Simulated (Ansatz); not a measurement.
**HfN (quartet): the correlation ladder, def2-QZVPP**

An exercise on one series of results from a longer session: the logs are not shown, and one member is left open.

Program: Ansatz 0.2.0, Gaussian basis. Level of theory: def2-QZVPP, core rule «outside noble gas», up to 5 orbitals frozen. These are calculated values, not measurements.

Plan: UHF; ROHF; CCSD(T) on UHF.

2 further runs of the same task are left out: 2 set aside as unsound or not needed.

## The geometry

The geometry is a PBE0/def2-TZVP stationary point (not a proven minimum) of the parent state, kept for this charge and spin. No spin-orbit coupling is included. Elements past krypton take def2 core potentials.

2 atoms, charge 0, spin multiplicity 4.

Atoms are counted from 1 here; the program's logs count them from 0.

Bond lengths: Hf1–N2 1.717 Å.

Set-up of the first run:

Input file in.yaml:

```yaml
crystal:
  periodic: [false, false, false]
  atoms:
    - {symbol: Hf, position_ang: [0.000000, 0.000000, 0.000000]}
    - {symbol: N, position_ang: [0.000000, 0.000000, 1.716545]}
basis:
  gaussian: {orbitals: "def2-QZVPP.json"}
magnetization: {spin_polarized: true, initial_magnetization: 3}
hamiltonian: {xc: hf}
output: {orbitals: {seedname: orbitals}}
```

Run with:

```console
$ ansatz run in.yaml --threads 1 --pin off --events-out ev --progress --plain --max-ram 4096MiB --backend cpu
```

Among the steps run: UHF; ROHF; CCSD(T) on UHF.

One table of the session follows, with a row left open; its other results are not shown here.

It belongs to the step «Misses and costs». 

| method | from UCCSD(T) (meV) |
| --- | --- |
| ROHF | +7756.2 |
| UHF | ? |
| UMP2 | +531.4 |
| UCCSD | +447.2 |
| UCCSD(T) | 0 |

Q: Estimate the row for UHF from the others.

**Answer.** from UCCSD(T) (meV): +7534.1. In the column «from UCCSD(T) (meV)» it lies between UMP2 (+531.4) and ROHF (+7756.2).
